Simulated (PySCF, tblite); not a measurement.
# C5H15NSi2: infrared bands, NMR shifts, electronic excitations and core binding energies at several levels of theory, part 1 of 2

How much do the infrared bands, NMR shifts, electronic excitations and core binding energies of C5H15NSi2 (`CCC[C@@H]1C[SiH2]N[SiH2]1`) depend on the level of theory, and what does each level cost?

Programs: tblite 0.8.0 and PySCF 2.14.0, with density-fitted response routines of our own. Each step states its level of theory. These are calculated values for one molecule, in the gas phase or a continuum, unless marked as measured. Atoms are numbered from 0 throughout.

## (1) The starting structure

23 atoms, charge 0, multiplicity 1; geometry from: force field or distance geometry start.

Bonds of the start (Å): C0–C1 1.54, C1–C2 1.52, C2–C3 1.55, C3–C4 1.56, C4–Si5 1.89, Si5–N6 1.71, N6–Si7 1.71, Si7–C3 1.93, C0–H8 1.10, C0–H9 1.09, C0–H10 1.09, C1–H11 1.08, C1–H12 1.11, C2–H13 1.09, C2–H14 1.09, C3–H15 1.08, C4–H16 1.10, C4–H17 1.09, Si5–H18 1.48, Si5–H19 1.47, N6–H20 1.01, Si7–H21 1.48, Si7–H22 1.48.

## (2) Optimising the geometry with GFN2-xTB

The job: settings as JSON, then the geometry in Å.

```
{"job": {"kind": "relax", "xc": "GFN2-xTB", "basis": "xTB"}, "charge": 0, "multiplicity": 1}
C      3.495900     0.017400     0.008000
C      2.074100     0.595000     0.069000
C      1.047400    -0.437600    -0.375800
C     -0.388200     0.146600    -0.397100
C     -0.894900     0.548100     1.020100
Si    -2.781700     0.497100     0.918400
N     -3.154700    -0.788100    -0.141600
Si    -1.728300    -1.078900    -1.043700
H      3.590900    -0.863700     0.652600
H      4.211000     0.765700     0.345900
H      3.739800    -0.272200    -1.016800
H      2.018600     1.482400    -0.549800
H      1.871200     0.904900     1.118900
H      1.091500    -1.318600     0.267700
H      1.294200    -0.769400    -1.387100
H     -0.425000     1.012300    -1.044200
H     -0.527400     1.546200     1.296600
H     -0.557300    -0.167400     1.776100
H     -3.415300     0.268500     2.239400
H     -3.290700     1.724500     0.280800
H     -3.911900    -0.503200    -0.753300
H     -2.043500    -0.804000    -2.465800
H     -1.320500    -2.478500    -0.808100
```

Started as:

```
> OMP_NUM_THREADS=1 python probes_run.py task.json out
```

One launch serves the whole session: the jobs run in the order shown.

What it wrote:

```text
step      E/eV     max force
  0    -673.82968    2.105
  1    -673.95160    0.768
  2    -673.99152    0.734
  3    -674.03215    0.709
  4    -674.07835    0.636
  5    -674.11748    0.601
  6    -674.15385    0.386
  7    -674.18248    0.338
  8    -674.21028    0.413
  9    -674.23603    0.382
 10    -674.25279    0.346
 11    -674.26676    0.905
 12    -674.28111    0.274
 13    -674.28954    0.211
 14    -674.29336    0.222
 15    -674.29605    0.130
 16    -674.29865    0.100
 17    -674.30021    0.087
 18    -674.30112    0.086
 19    -674.30193    0.073
 20    -674.30283    0.079
 21    -674.30356    0.078
 22    -674.30399    0.047
 23    -674.30424    0.036
 24    -674.30443    0.030
 25    -674.30461    0.031
 26    -674.30475    0.029
 27    -674.30483    0.016
 28    -674.30489    0.015
 29    -674.30493    0.012
 30    -674.30497    0.014
 31    -674.30501    0.014
 32    -674.30503    0.012
 33    -674.30505    0.009
```

Wall time 0.59 s (1 thread of Arm Neoverse N1, shared host); peak memory 0.18 GiB.

Relaxation path: (not every step is listed)

```tsv
step	energy from step 0 (eV)	largest force (eV/Å)
0	0.0000	2.1051
1	-0.1219	0.7681
2	-0.1618	0.7340
3	-0.2025	0.7093
4	-0.2487	0.6362
5	-0.2878	0.6006
6	-0.3242	0.3861
7	-0.3528	0.3380
8	-0.3806	0.4128
10	-0.4231	0.3458
12	-0.4514	0.2743
14	-0.4637	0.2221
16	-0.4690	0.0998
18	-0.4714	0.0858
20	-0.4731	0.0792
22	-0.4743	0.0472
24	-0.4747	0.0303
26	-0.4751	0.0292
28	-0.4752	0.0147
29	-0.4752	0.0124
30	-0.4753	0.0136
31	-0.4753	0.0136
32	-0.4753	0.0124
33	-0.4754	0.0093
```

Distances of close pairs at the start and the end, largest changes first:

```tsv
bond	before (Å)	after (Å)	change (Å)
Si5–N6	1.707	1.734	+0.027
C2–C3	1.550	1.528	-0.022
C3–C4	1.558	1.536	-0.022
C1–H12	1.113	1.092	-0.022
C3–Si7	1.928	1.908	-0.020
N6–Si7	1.713	1.730	+0.018
Si5–H18	1.483	1.466	-0.017
Si7–H21	1.482	1.467	-0.016
```

The next job starts from the end point, and lists it.

## (3) Harmonic vibrations with GFN2-xTB

The job: settings as JSON, then the geometry in Å.

```
{"job": {"kind": "ir", "xc": "GFN2-xTB", "basis": "xTB"}, "charge": 0, "multiplicity": 1}
C      3.476026     0.023715     0.009447
C      2.063388     0.591483     0.081620
C      1.018117    -0.428151    -0.369945
C     -0.406326     0.124144    -0.405110
C     -0.913987     0.550688     0.980185
Si    -2.810178     0.654724     0.951982
N     -3.052078    -0.523590    -0.297235
Si    -1.662903    -1.102620    -1.150697
H      3.566456    -0.854773     0.645275
H      4.204852     0.761559     0.338677
H      3.718753    -0.267775    -1.010536
H      1.996768     1.479386    -0.552466
H      1.855466     0.900162     1.107738
H      1.055230    -1.295049     0.295299
H      1.282848    -0.777724    -1.372353
H     -0.396343     1.016638    -1.041892
H     -0.452172     1.488888     1.289580
H     -0.609392    -0.200927     1.711797
H     -3.451537     0.224394     2.198113
H     -3.316436     1.972537     0.545369
H     -3.970931    -0.859054    -0.523365
H     -1.825220    -0.946895    -2.600001
H     -1.375151    -2.504777    -0.821402
```

What it wrote:

```text
mode    cm-1     km/mol
  1      61.2      0.05
  2      79.1      0.26
  3     100.0      0.78
  4     111.6      1.78
  5     147.7      0.28
  6     234.1      0.02
  7     271.7      1.30
  8     306.3      0.82
  9     352.2      3.00
 10     353.8      2.27
 11     394.0     64.61
 12     443.3      4.28
 13     482.6     18.20
 14     513.2     21.78
 15     531.4      3.79
 16     542.4    159.29
 17     642.2    108.08
 18     651.0    108.26
 19     708.1     20.49
 20     762.1     23.65
 21     788.3     78.16
 22     795.6    375.92
 23     803.2    230.86
 24     817.3    122.39
 25     842.4    230.09
 26     895.1      4.02
 27     926.4    108.26
 28     934.8     13.61
 29    1010.3     11.68
 30    1069.9     18.92
 31    1085.4      4.99
 32    1100.8     16.15
 33    1120.5      2.01
 34    1139.2      3.03
 35    1142.6    235.35
 36    1224.6      1.76
 37    1249.3      7.29
 38    1259.7      0.46
 39    1291.4      0.44
 40    1304.1      3.34
 41    1324.8      1.02
 42    1372.0      0.70
 43    1415.5      0.58
 44    1492.4      1.14
 45    1499.2      0.28
 46    1499.9      0.86
 47    1505.9      2.45
 48    1509.0      0.91
 49    2192.8     60.27
 50    2201.4    870.07
 51    2230.6    421.19
 52    2233.5    123.56
 53    2907.4     43.86
 54    2941.7     37.61
 55    2957.8     43.19
 56    2960.5     20.37
 57    2966.2    113.23
 58    2979.5     15.62
 59    2987.0     57.46
 60    3025.7     62.83
 61    3026.2     62.94
 62    3032.9     34.97
 63    3512.6      2.58
```

It took 2 s on 1 thread of Arm Neoverse N1, shared host; peak memory 0.18 GiB.

Which atoms move in the most intense modes:

```tsv
cm⁻¹	km/mol	atoms
542	159.3	H21 22 %, H22 20 %, H18 19 %, H19 13 %
796	375.9	H19 22 %, H18 20 %, H21 18 %, H22 16 %
803	230.9	H21 17 %, H18 16 %, H22 16 %, H19 13 %
842	230.1	Si5 20 %, N6 17 %, C4 11 %
1143	235.3	H20 64 %, N6 31 %
2201	870.1	H22 56 %, H19 23 %, H21 15 %
2231	421.2	H18 75 %, H19 13 %
2234	123.6	H21 66 %, H22 22 %
```

## (4) Optimising the geometry at PBE0-D3(BJ)/def2-SVP

The job: settings as JSON, then the geometry in Å.

```
{"job": {"xc": "PBE0", "basis": "def2-SVP", "d3": "d3bj", "grid": 1, "shake": 0.01, "kind": "geom"}, "charge": 0, "multiplicity": 1}
C      3.496440    -0.001840     0.013630
C      2.057710     0.586960     0.079460
C      0.997920    -0.430470    -0.378600
C     -0.373100     0.126400    -0.408640
C     -0.916800     0.544010     0.969630
Si    -2.814090     0.659540     0.949600
N     -3.042500    -0.525590    -0.296990
Si    -1.647440    -1.097170    -1.155750
H      3.564630    -0.849370     0.664630
H      4.202160     0.759120     0.348700
H      3.709890    -0.270690    -1.001710
H      2.002570     1.480300    -0.545760
H      1.827180     0.910380     1.098140
H      1.038540    -1.292280     0.302300
H      1.278400    -0.788490    -1.372090
H     -0.396870     1.030690    -1.034420
H     -0.450230     1.500000     1.287520
H     -0.618650    -0.195090     1.717620
H     -3.453690     0.216570     2.200400
H     -3.341370     1.979440     0.550280
H     -3.987320    -0.858440    -0.533010
H     -1.817650    -0.967240    -2.609150
H     -1.368060    -2.493210    -0.842980
```

What it wrote:

```text
step   0  E = -832.45370870  max force = 0.031414
step   1  E = -832.45936184  max force = 0.013446
step   2  E = -832.46078357  max force = 0.006662
step   3  E = -832.46129187  max force = 0.004698
step   4  E = -832.46183481  max force = 0.001871
step   5  E = -832.46210230  max force = 0.001625
step   6  E = -832.46231215  max force = 0.001193
step   7  E = -832.46236578  max force = 0.000538
step   8  E = -832.46238650  max force = 0.000391
step   9  E = -832.46239463  max force = 0.000175
optimisation converged
```

It took 6.1 min on 1 thread of Arm Neoverse N1, shared host; peak memory 0.89 GiB.

Along the way:

```tsv
step	energy from step 0 (eV)	largest force component (eV/Å)
0	0.0000	1.6154
1	-0.1538	0.6914
2	-0.1925	0.3426
3	-0.2063	0.2416
4	-0.2211	0.0962
5	-0.2284	0.0836
6	-0.2341	0.0613
7	-0.2356	0.0277
8	-0.2361	0.0201
9	-0.2364	0.0090
```

Distances of close pairs at the start and the end, largest changes first:

```tsv
bond	before (Å)	after (Å)	change (Å)
C2–C3	1.480	1.529	+0.049
Si7–H22	1.458	1.502	+0.044
C0–C1	1.556	1.520	-0.036
C0–H8	1.071	1.102	+0.031
C0–H10	1.072	1.102	+0.030
Si7–H21	1.469	1.499	+0.030
Si5–H18	1.473	1.498	+0.025
Si5–H19	1.476	1.501	+0.024
```

The end geometry stands in the next job.

```tsv
at the end point	value
point group (found at 0.08 Å tolerance)	C1
rotational constants (GHz, main isotopes)	2.808, 0.714, 0.594
dipole moment (D)	0.12
```

## (5) NMR shieldings: PBE0/pcSseg-1

The job: settings as JSON, then the geometry in Å.

```
{"job": {"kind": "nmr", "xc": "PBE0", "basis": "pcSseg-1"}, "charge": 0, "multiplicity": 1}
C      3.491428     0.175655    -0.099979
C      2.054869     0.665348    -0.011653
C      1.034756    -0.395061    -0.408053
C     -0.420246     0.074473    -0.373615
C     -0.922232     0.509578     1.020347
Si    -2.811276     0.584370     0.986334
N     -3.104355    -0.647567    -0.213724
Si    -1.667922    -1.196976    -1.035663
H      3.658802    -0.690977     0.559841
H      4.207232     0.958779     0.192761
H      3.744661    -0.140016    -1.125066
H      1.921233     1.551318    -0.658028
H      1.846376     1.009292     1.015667
H      1.148059    -1.273770     0.253883
H      1.278565    -0.757199    -1.424171
H     -0.519735     0.940151    -1.057916
H     -0.474491     1.462543     1.347061
H     -0.632986    -0.247041     1.772656
H     -3.435130     0.270521     2.311469
H     -3.322218     1.935509     0.579343
H     -4.030741    -0.997176    -0.430081
H     -1.800492    -1.151998    -2.527750
H     -1.276082    -2.602303    -0.679971
```

With the program's defaults for keys left out, this is: GIAO PBE0/pcSseg-1 NMR shielding, non-relativistic, gas phase.

What it wrote:

```text
coarse grid: 19040 points
cycle   1  E = -832.6236882826  dE =  5.553e-01  |g| = 5.817e-01  |ddm| = 4.207e+00
cycle   2  E = -832.5600846878  dE =  6.360e-02  |g| = 7.800e-01  |ddm| = 1.242e+00
cycle   3  E = -832.7048039828  dE = -1.447e-01  |g| = 7.338e-02  |ddm| = 8.037e-01
cycle   4  E = -832.7057721484  dE = -9.682e-04  |g| = 3.588e-02  |ddm| = 1.032e-01
cycle   5  E = -832.7060743042  dE = -3.022e-04  |g| = 6.581e-03  |ddm| = 3.625e-02
cycle   6  E = -832.7060829391  dE = -8.635e-06  |g| = 2.520e-03  |ddm| = 8.997e-03
final grid: 171464 points
cycle   7  E = -832.7510224748  dE = -3.683e-05  |g| = 1.031e-02  |ddm| = 3.192e-02
cycle   8  E = -832.7510005829  dE =  2.189e-05  |g| = 1.384e-02  |ddm| = 2.357e-02
cycle   9  E = -832.7510502062  dE = -4.962e-05  |g| = 7.384e-04  |ddm| = 1.383e-02
cycle  10  E = -832.7510503131  dE = -1.069e-07  |g| = 2.770e-04  |ddm| = 8.654e-04
cycle  11  E = -832.7510503305  dE = -1.741e-08  |g| = 5.884e-05  |ddm| = 2.777e-04
cycle  12  E = -832.7510503311  dE = -6.219e-10  |g| = 3.028e-05  |ddm| = 9.238e-05
converged SCF energy = -832.7510503311

GIAO shielding tensors (ppm)
atom      isotropic    diamagn.    paramagn.     s11        s22        s33       span
  0 C      167.914     243.463     -75.549    156.674    160.854    186.213     29.539
  1 C      158.334     247.903     -89.569    142.589    162.872    169.540     26.952
  2 C      147.275     248.924    -101.648    133.422    142.725    165.679     32.256
  3 C      161.795     253.974     -92.178    150.672    154.668    180.046     29.374
  4 C      171.602     252.495     -80.894    159.579    168.646    186.580     27.001
  5 Si     369.329     879.564    -510.235    318.631    357.402    431.955    113.324
  6 N      256.735     324.666     -67.931    226.555    239.711    303.940     77.385
  7 Si     367.545     881.298    -513.753    326.138    347.025    429.472    103.334
  8 H       30.396      28.218       2.178     26.059     28.706     36.422     10.363
  9 H       30.007      26.161       3.845     25.296     27.199     37.525     12.229
 10 H       30.340      27.832       2.508     26.075     28.494     36.453     10.377
 11 H       30.276      32.211      -1.935     25.032     30.651     35.146     10.114
 12 H       29.568      32.764      -3.196     23.634     31.702     33.369      9.736
 13 H       30.262      34.146      -3.884     25.407     31.203     34.176      8.768
 14 H       29.860      33.612      -3.751     23.977     30.739     34.865     10.887
 15 H       30.170      34.976      -4.806     26.147     29.077     35.287      9.140
 16 H       30.001      32.522      -2.521     24.496     29.096     36.411     11.914
 17 H       30.766      33.152      -2.386     26.029     29.328     36.941     10.912
 18 H       26.273      27.832      -1.559     22.947     23.708     32.163      9.216
 19 H       26.369      28.429      -2.060     22.877     23.824     32.406      9.529
 20 H       31.564      28.183       3.381     22.204     27.182     45.306     23.102
 21 H       26.399      29.901      -3.503     22.933     24.435     31.828      8.895
 22 H       26.649      30.302      -3.653     22.976     25.166     31.806      8.829
```

Wall time 87 s (1 thread of Arm Neoverse N1, shared host); peak memory 1.1 GiB.

Shifts follow as δ = σ(reference) − σ, with reference shieldings (ppm) from runs at the same level and on the same kind of geometry: 1H TMS 31.27, 13C TMS 184.4, 29Si TMS 352.0, 15N NH3 265.7. The references are single molecules in the gas phase, so shifts against H2O, NH3, PH3, H3PO4 or CFCl3 are not on the usual liquid scales and can be off by tens of ppm. Atoms listed in one row are averaged.

```tsv
atoms	environment	σ (ppm)	δ (ppm)	δ scaled to CDCl3
C2	sp3 CH2	147.3	37.1	35.6
C1	sp3 CH2	158.3	26.1	24.8
C3	sp3 CH bonded to Si	161.8	22.6	21.5
C0	methyl carbon	167.9	16.5	15.5
C4	sp3 CH2 bonded to Si	171.6	12.8	11.9
H18	hydrogen on a silicon bonded to C, N, in a 5-membered ring	26.27	4.99	–
H19	hydrogen on a silicon bonded to C, N, in a 5-membered ring	26.37	4.90	–
H21	hydrogen on a silicon bonded to C, N, in a 5-membered ring	26.40	4.87	–
H22	hydrogen on a silicon bonded to C, N, in a 5-membered ring	26.65	4.62	–
H12	hydrogen on an sp3 CH2	29.57	1.70	1.83
H14	hydrogen on an sp3 CH2	29.86	1.41	1.55
H16	hydrogen on an sp3 CH2 bonded to Si	30.00	1.27	1.42
H15	hydrogen on an sp3 CH bonded to Si	30.17	1.10	1.26
H8, H9, H10	hydrogen on a methyl carbon	30.25	1.02	1.18
H13	hydrogen on an sp3 CH2	30.26	1.00	1.17
H11	hydrogen on an sp3 CH2	30.28	0.99	1.16
H17	hydrogen on an sp3 CH2 bonded to Si	30.77	0.50	0.69
H20	hydrogen on a nitrogen bonded to 2 Si, in a 5-membered ring	31.56	-0.30	–
Si7	silicon bonded to C, N, 2 H, in a 5-membered ring	367.5	-15.6	–
Si5	silicon bonded to C, N, 2 H, in a 5-membered ring	369.3	-17.3	–
N6	nitrogen bonded to 2 Si, H, in a 5-membered ring	256.7	8.9	–
```

The scaled column applies a straight-line fit of computed shieldings to shifts measured in CDCl3 (root-mean-square error 0.21 ppm for H, 2.0 ppm for C).

Charges from the same density, by scheme (e):

```tsv
atoms	Mulliken	IAO	Hirshfeld	ESP fit
C0	-0.27	-0.41	-0.11	-0.47
C1	-0.27	-0.24	-0.06	0.33
C2	-0.18	-0.24	-0.07	-0.28
C3	-0.58	-0.37	-0.10	-0.05
C4	-0.50	-0.54	-0.16	-0.40
Si5	0.79	0.88	0.36	0.60
N6	-0.83	-0.93	-0.33	-0.84
Si7	0.81	0.87	0.36	0.58
```

Mayer bond orders: C0–C1 1.07, C1–C2 1.02, C2–C3 1.03, C3–C4 1.00, C4–Si5 0.92, Si5–N6 0.96, N6–Si7 0.97, Si7–C3 0.89.

Ring of atoms C3, C4, Si5, N6, Si7: NICS(0) -5.5, NICS(1) -3.1, NICS(1)zz -0.5 ppm (means of both faces).

## (6) TDDFT and polarisability: CAM-B3LYP/def2-SVPD

Same as in step 5 but for these lines:

```diff
@@ -1,2 +1,2 @@
-{"job": {"kind": "nmr", "xc": "PBE0", "basis": "pcSseg-1"}, "charge": 0, "multiplicity": 1}
+{"job": {"kind": "uv", "xc": "CAM-B3LYP", "basis": "def2-SVPD", "ip": true}, "charge": 0, "multiplicity": 1}
 C      3.491428     0.175655    -0.099979
```

Method: TDDFT CAM-B3LYP/def2-SVPD, vertical, gas phase, core orbitals frozen in the response.

What it wrote:

```text
coarse grid: 19040 points
cycle   1  E = -832.6843785660  dE =  6.997e-01  |g| = 5.070e-01  |ddm| = 6.947e+00
cycle   2  E = -832.6815146269  dE =  2.864e-03  |g| = 5.408e-01  |ddm| = 1.352e+00
cycle   3  E = -832.7479959059  dE = -6.648e-02  |g| = 6.208e-02  |ddm| = 6.561e-01
cycle   4  E = -832.7487240297  dE = -7.281e-04  |g| = 3.280e-02  |ddm| = 1.500e-01
cycle   5  E = -832.7489955137  dE = -2.715e-04  |g| = 4.113e-03  |ddm| = 5.243e-02
cycle   6  E = -832.7489999381  dE = -4.424e-06  |g| = 1.440e-03  |ddm| = 1.195e-02
final grid: 171464 points
cycle   7  E = -832.8704637152  dE = -4.021e-05  |g| = 4.129e-03  |ddm| = 1.178e-01
cycle   8  E = -832.8704635777  dE =  1.376e-07  |g| = 4.311e-03  |ddm| = 1.790e-02
cycle   9  E = -832.8704683150  dE = -4.737e-06  |g| = 3.118e-04  |ddm| = 6.565e-03
cycle  10  E = -832.8704683315  dE = -1.647e-08  |g| = 2.071e-04  |ddm| = 9.093e-04
cycle  11  E = -832.8704683415  dE = -1.000e-08  |g| = 3.690e-05  |ddm| = 3.859e-04
cycle  12  E = -832.8704683419  dE = -3.547e-10  |g| = 1.155e-05  |ddm| = 1.011e-04
converged SCF energy = -832.8704683419

Static polarisability (au): isotropic 117.590, principal 99.873 117.338 135.559

Singlet excitations
state   eV       nm        f      main configurations
  1   6.2507    198.4   0.00562   H->L 0.93
  2   6.8809    180.2   0.01565   H->L+1 0.73, H->L+2 0.09
  3   7.2924    170.0   0.00418   H->L+3 0.47, H->L+4 0.26
  4   7.4579    166.2   0.00785   H-1->L 0.77
  5   7.6072    163.0   0.01822   H-1->L+1 0.76
  6   7.6800    161.4   0.00507   H->L+5 0.47, H->L+6 0.17
  7   7.8064    158.8   0.00332   H->L+4 0.29, H->L+3 0.17, H->L+2 0.16
  8   8.0327    154.3   0.06498   H-1->L+3 0.35, H-2->L 0.28
  9   8.0699    153.6   0.00216   H->L+8 0.61
 10   8.2393    150.5   0.00667   H-2->L 0.32, H-2->L+1 0.31

Triplet excitations (Tamm-Dancoff, eV): 5.9284 6.6931 7.0296 7.1775
Vertical ionisation energy (delta-SCF) = 9.1857 eV
```

Wall time 11 min (1 thread of Arm Neoverse N1, shared host); peak memory 1.5 GiB.

Frontier orbitals and where they lie:

```tsv
orbital	eV	atoms
HOMO−3	-10.37	C3 12 %, Si7 10 %, C4 9 %
HOMO−2	-9.91	C4 28 %, Si5 15 %, C3 13 %
HOMO−1	-9.24	C3 24 %, Si7 17 %, C4 11 %
HOMO	-8.55	N6 48 %, Si7 11 %, Si5 11 %
LUMO	1.05	Si7 22 %, Si5 22 %, H20 16 %
LUMO+1	1.24	Si5 17 %, Si7 11 %, C4 8 %
LUMO+2	1.67	C0 24 %, Si5 11 %, H10 8 %
```

With each of the 10 states as a Gaussian band of 0.4 eV half-width at 1/e, the curve within the window shown has maxima at 155 nm (ε 3,400) L/(mol cm). Beyond the last state computed it falls off for lack of states. The curve at chosen wavelengths:

```csv
nm,ε (L/mol/cm)
145,715
148,1658
151,2735
154,3385
157,3359
160,2880
163,2285
166,1752
169,1338
172,1066
175,919
178,836
181,753
183,685
186,569
189,461
192,380
195,325
198,283
201,242
204,197
207,150
210,106
213,70
216,43
219,25
```

Ground-state properties from the same run:

```tsv
property	computed
dipole moment (D)	0.14
polarisability (Å³)	17.43
HOMO–LUMO gap (eV)	9.60
−ε(HOMO) (eV)	8.55
```

(Continued in part 2 of 2.)
